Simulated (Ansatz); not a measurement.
# Ru (Ruthenium): the cost of one run

All numbers are computed with the Python package of Ansatz 0.2.0. The levels of theory stand in the script.

## (1) The system

The structure is hexagonal, space group P6_3/mmc (No. 194). Conventional cell: a = 2.706 Å, b = 2.706 Å, c = 4.282 Å, α = 90.00°, β = 90.00°, γ = 120.00°. Ru (site symmetry -6m2) has 12 Ru at 2.65 to 2.71 Å as nearest neighbours.

POSCAR_ru, read by the script:

```text
Ru
1.0
   2.70580000    0.00000000    0.00000000
  -1.35290000    2.34329154    0.00000000
   0.00000000    0.00000000    4.28190000
Ru
2
Direct
   0.33333333    0.66666667    0.25000000
   0.66666667    0.33333333    0.75000000
```

## (2) The code

Input file ru_lattice.py:

```python
'''Relaxed cell of Ru under several functionals.'''

import logging
import sys

import ansatz as az
from ase.io import read
import numpy as np

logging.basicConfig(stream=sys.stdout, format='%(levelname)s:%(name)s:%(message)s')
logger = logging.getLogger('calc')
logger.setLevel(logging.INFO)

def edges_and_angles(cell):
    cell = np.asarray(cell)
    a, b, c = np.linalg.norm(cell, axis=1)
    cosines = cell[1] @ cell[2] / (b * c), cell[0] @ cell[2] / (a * c), cell[0] @ cell[1] / (a * b)
    return (a, b, c, *np.degrees(np.arccos(cosines)))


def main() -> None:
    atoms = read('POSCAR_ru', format='vasp')
    xtal = az.Crystal.from_ase(atoms)

    calculation = xtal.calculation()
    calculation = calculation.kpoints(mesh=(10, 10, 6))
    calculation = calculation.occupations('fermi_dirac', width=0.1).relax(cell=True, force_tolerance=0.02)

    levels = [('pbe', 'none'), ('revpbe', 'd3bj'), ('rpbe', 'none'), ('pbesol', 'none')]
    logger.info('level            a       b       c    alpha   beta  gamma  V/atom  steps')
    for name, dispersion in levels:
        seen = []
        run = calculation.functional(name, dispersion=dispersion).session().plan()
        result = run.execute(on_event=lambda e: seen.append(e) if e['event'] == 'relax_step' else None)
        cell = result.lattice.cell_ang
        label = name if dispersion == 'none' else f'{name}+{dispersion}'
        print('{:13s} {:7.4f} {:7.4f} {:7.4f} {:6.2f} {:6.2f} {:6.2f}'.format(label, *edges_and_angles(cell)), f'{abs(np.linalg.det(cell)) / len(result.lattice.sites):7.3f} {len(seen):5d}')


if __name__ == '__main__':
    main()
```

## (3) What the engine is handed

The engine receives this input (first run):

```yaml
crystal:
  lattice:
    - [2.7058, 0.0, 0.0]
    - [-1.3529, 2.34329154, 0.0]
    - [0.0, 0.0, 4.2819]
  atoms:
    - { symbol: Ru, position: [0.33333333000000004, 0.66666667, 0.25] }
    - { symbol: Ru, position: [0.66666667, 0.33333333, 0.75] }
kpoints:
  mp_grid:
    grid: [10, 10, 6]
hamiltonian:
  xc: pbe
  dispersion: none
scf:
  occupations:
    method: fermi_dirac
    width: 0.1
relax:
  f_tol: 0.02
  cell: {}
```

## (4) Running it

The run is started by

```
> python ru_lattice.py
```

**Question.** How long does this script take on 1 thread of Arm Neoverse V1, shared host, and how much memory does it need?

About 40 s, with a peak of 0.45 GiB.
